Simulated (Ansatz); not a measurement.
Cu2B:

```
Cu B
1.0
     0.00000    3.28347    3.28347
     3.28347    0.00000    3.28347
     3.28347    3.28347    0.00000
Cu B
4 2
Direct
  0.12500 0.12500 0.12500
  0.62500 0.12500 0.12500
  0.12500 0.12500 0.62500
  0.12500 0.62500 0.12500
  0.50000 0.50000 0.50000
  0.75000 0.75000 0.75000
```

The cell was built by a generator and needn't be a form met in nature.

Base run:

| Item | Value |
| --- | --- |
| Program | Ansatz 0.2.0 |
| Functional | PBEsol |
| Potentials or basis | Ansatz PAW |
| Cutoff | 420 eV |
| Density cutoff | 1680 eV |
| k mesh | 5 × 5 × 5 |
| Occupations | fermi-dirac, width 0.05 eV |
| Spin | no spin polarisation |
| Hubbard terms | Cu d U = 4 eV |

Its results: band gap on the k mesh none (metal or under the smearing width); pressure -5.0 GPa.

Question: The run is repeated on the same cell with these changes: hubbard terms from Cu d U = 4 eV to none; hubbard projectors from ortho-atomic (the default) to none. What comes out?

Answer: Band gap on the k mesh none (metal or under the smearing width); pressure -6.9 GPa.

Caveats: the PAW data sets come from PBE, with cores solved anew for the run's functional, which leaves a small shift of forces and pressure; U without spin polarisation on a metal has little footing (some runs); the U is typed as a test and isn't derived for this compound (some runs).

Not every run made on this cell is shown here.
